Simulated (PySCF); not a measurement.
# C3H9Tl: the cost of one run

Programs: PySCF 2.14.0, with routines of our own; each step states its level. All values are computed. Atoms count from 0.

3 further runs of the same task are left out: 3 for a basis unfit for spin-orbit shieldings.

## (1) The starting structure

13 atoms, charge 0, multiplicity 1; geometry from: GFN2-xTB.

## (2) NMR shieldings: PBE/x2c-SVPall-2c Tl:us-x2c-SVPall-2c, spin-free

The job: settings as JSON, then the geometry in Å.

```
{"job": {"xc": "PBE", "basis": {"default": "x2c-SVPall-2c", "Tl": "us-x2c-SVPall-2c"}, "rel": "sf", "kind": "hnmr"}, "charge": 0, "multiplicity": 1}
C     -0.482377     2.279627    -0.153389
Tl     0.000956    -0.000003     0.025993
C      2.221995    -0.716320     0.153341
C     -1.740289    -1.559091     0.012677
H     -0.405019     2.577907    -1.195740
H      0.221664     2.869105     0.424500
H     -1.487632     2.494951     0.191890
H      2.414596    -1.151580     1.130052
H      2.908787     0.108532    -0.001074
H      2.409624    -1.475086    -0.600539
H     -2.643772    -1.128462     0.431056
H     -1.943348    -1.851681    -1.014509
H     -1.479573    -2.447413     0.578016
```

Level: PBE/x2c-SVPall-2c Tl:us-x2c-SVPall-2c GIAO NMR shielding, spin-free X2C, Gaussian nuclei, gas phase.

Command:

```sh
$ OMP_NUM_THREADS=1 python heavy_run.py task.json out
```

This one command runs all jobs of the session in turn.

**Question.** How long does this first job take on 1 thread of Arm Neoverse V2, shared host, and how much memory does it need?

About 21 s, with a peak of 1 GiB.
